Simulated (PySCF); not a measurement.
# C3H8B2 (SMILES BC(B)C=C): levels of theory compared

Wanted: a comparison of 6 runs (HF/3-21G, HF/def2-SVP, B3LYP/6-31G*, wB97X/6-31+G*, CAM-B3LYP/6-31G**, PBE0/def2-SVP) of C3H8B2. Input form: a Python script.

The results are computed with PySCF 2.14.0.

## (1) The system as given

The species is C3H8B2 (13 atoms), meant as a singlet with charge 0. SMILES: `BC(B)C=C`. Geometry: relaxed at GFN2-xTB. This is one conformer, not always the lowest.

Bond lengths: B1–C2 1.573 Å, C2–B3 1.573 Å, C2–C4 1.493 Å, C4–C5 1.321 Å, B1–H6 1.170 Å, B1–H7 1.169 Å, C2–H8 1.095 Å, B3–H9 1.169 Å, B3–H10 1.169 Å, C4–H11 1.082 Å, C5–H12 1.079 Å, C5–H13 1.077 Å. Some angles: B1–C2–B3 102.6°, B1–C2–C4 114.0°, B3–C2–C4 114.1°, C2–C4–C5 124.0°, B1–C2–H8 107.8°, B3–C2–H8 107.8°, C4–C2–H8 110.1°, C2–B1–H6 120.3°, C2–B1–H7 119.8°, C2–B3–H9 119.7°.

## (2) Energy and forces at HF/3-21G (run 1)

run.py

```python
# BC(B)C=C
from pyscf import gto, scf

mol = gto.M(
    atom='''
B     -1.803592     1.507208     2.331525
C     -0.673914     0.447204    -0.205357
B      0.298596     2.908799    -1.558098
C      1.307993    -1.527012     0.155827
C      1.150541    -3.844553    -0.758574
H     -0.663332     1.338191     4.217453
H     -3.788164     2.477053     2.327538
H     -2.239288    -0.313978    -1.324792
H     -1.139713     4.241471    -2.575621
H      2.448632     3.416738    -1.538653
H      2.944590    -0.960056     1.240945
H     -0.457352    -4.465196    -1.848152
H      2.615022    -5.225868    -0.464079
''',
    verbose=4,
    basis='3-21g',
    unit='bohr',
    max_memory=1860,
)

calc0 = scf.RHF(mol)
calc0.conv_tol = 1e-10
calc0.kernel()
if not calc0.converged:
    calc0 = calc0.newton().run(calc0.mo_coeff, calc0.mo_occ)

energy = calc0.e_tot
print(f'total energy: {energy:.8f} hartree')
grad = calc0.nuc_grad_method().kernel()
dip = calc0.dip_moment()
pop, q = calc0.mulliken_pop()
```

Launch:

```sh
$ OMP_NUM_THREADS=1 python run.py
```

What it wrote:

```text
PySCF version 2.14.0

[... 69 lines left out ...]
converged SCF energy = -166.630612461953
total energy: -166.63061246 hartree
[... 11 lines left out ...]
Dipole moment(X, Y, Z, Debye): -0.18600,  0.11431, -0.06093
[... 75 lines left out ...]
charge of   12H =      0.20712
```

Run time: 2.5 s. Hardware: 1 thread of Intel Xeon at 2.70GHz, shared host; peak memory 0.13 GiB.

## (3) Energy and gradient at HF/def2-SVP (run 2)

calc.py

```python
import pyscf.grad
from pyscf import gto

mol = gto.Mole()
mol.atom = '''
B   -0.954420   0.797580   1.233790
C   -0.356620   0.236650  -0.108670
B    0.158010   1.539270  -0.824510
C    0.692160  -0.808060   0.082460
C    0.608840  -2.034450  -0.401420
H   -0.351020   0.708140   2.231780
H   -2.004610   1.310800   1.231680
H   -1.184980  -0.166150  -0.701050
H   -0.603110   2.244490  -1.362960
H    1.295760   1.808060  -0.814220
H    1.558210  -0.508040   0.656680
H   -0.242020  -2.362880  -0.978000
H    1.383810  -2.765410  -0.245580
'''
mol.charge = 0
mol.basis = 'def2-svp'
mol.max_memory = 1860
mol.spin = 0
mol.verbose = 4
mol.build()

calc0 = mol.RHF()
calc0.conv_tol = 1e-10
calc0.kernel()
if not calc0.converged:
    calc0 = calc0.newton().run(calc0.mo_coeff, calc0.mo_occ)

e_tot = calc0.e_tot
print('E(%s) = %.9f' % ('HF', e_tot))
grad = calc0.Gradients().kernel()
dip = calc0.dip_moment()
pop, q = calc0.mulliken_pop()
```

Launch:

```sh
$ OMP_NUM_THREADS=1 python calc.py
```

What it wrote:

```text
PySCF version 2.14.0

[... 69 lines left out ...]
converged SCF energy = -167.444507138407
[... 12 lines left out ...]
Dipole moment(X, Y, Z, Debye): -0.20724,  0.15934, -0.05636
[... 124 lines left out ...]
charge of   12H =      0.04754
```

Run time: 15 s. Hardware: 1 thread of Intel Xeon at 2.70GHz, shared host; peak memory 0.26 GiB.

Runs 3 to 5 aren't shown in full; the table further down has their settings and results.

## (4) Energy and forces at PBE0/def2-SVP (run 6)

input.py

```python
# BC(B)C=C
import pyscf.grad
from pyscf import gto, dft

molecule = gto.Mole()
molecule.atom = '''
B       -0.954420       0.797580       1.233790
C       -0.356620       0.236650      -0.108670
B        0.158010       1.539270      -0.824510
C        0.692160      -0.808060       0.082460
C        0.608840      -2.034450      -0.401420
H       -0.351020       0.708140       2.231780
H       -2.004610       1.310800       1.231680
H       -1.184980      -0.166150      -0.701050
H       -0.603110       2.244490      -1.362960
H        1.295760       1.808060      -0.814220
H        1.558210      -0.508040       0.656680
H       -0.242020      -2.362880      -0.978000
H        1.383810      -2.765410      -0.245580
'''
molecule.verbose = 3
molecule.basis = 'def2-svp'
molecule.charge = 0
molecule.max_memory = 1860
molecule.build()

mf = dft.RKS(molecule, xc='pbe0')
mf.conv_tol = 1e-10
mf.grids.level = 5
mf.kernel()
if not mf.converged:
    mf = mf.newton().run(mf.mo_coeff, mf.mo_occ)

e_tot = mf.e_tot
print('E(%s) = %.9f' % ('PBE0', e_tot))
grad = mf.Gradients().kernel()
dip = mf.dip_moment()
pop, q = mf.mulliken_pop()
```

Launch:

```sh
$ OMP_NUM_THREADS=1 python input.py
```

What it wrote:

```text
converged SCF energy = -168.404908412809
[... 9 lines left out ...]
Dipole moment(X, Y, Z, Debye): -0.19386, -0.04046, -0.12024
[... 124 lines left out ...]
charge of   12H =      0.04479
```

Wall time 59 s (1 thread of Intel Xeon at 2.70GHz, shared host); peak memory 1.1 GiB.

## (5) Overview of the runs

```tsv
run	level	integration grid	energy (Eh)	dipole moment (D)	HOMO energy (eV)	LUMO energy (eV)	wall time
1	HF/3-21G	–	-166.630612	0.23	-9.40	1.52	2.5 s
2	HF/def2-SVP	–	-167.444507	0.27	-9.48	1.32	15 s
3	B3LYP/6-31G* (spherical functions)	5	-168.766594	0.22	-6.58	-2.29	40 s
4	wB97X/6-31+G* (spherical functions)	5	-168.714244	0.25	-9.40	-0.15	1.7 min
5	CAM-B3LYP/6-31G** (spherical functions)	5	-168.647493	0.20	-8.15	-0.90	1.7 min
6	PBE0/def2-SVP	5	-168.404908	0.23	-7.09	-2.37	59 s
```

## (6) Summary of results

```
                       quantity          value
            run 6: total energy  -168.40491 Eh
           run 6: dipole moment         0.23 D
             run 6: HOMO energy       -7.09 eV
             run 6: LUMO energy       -2.37 eV
           run 6: HOMO–LUMO gap        4.72 eV
run 6: largest force on an atom     1.215 eV/Å
```

What this shows: The dipole moment (its size) runs from 0.20 D (CAM-B3LYP/6-31G**) to 0.27 D (HF/def2-SVP). The two ends differ in method and basis. The HOMO–LUMO gap runs from 4.30 eV (B3LYP/6-31G*) to 10.92 eV (HF/3-21G). Totals of different functionals can't be ranked against each other. All runs together took 5.4 min, the longest 1.7 min.
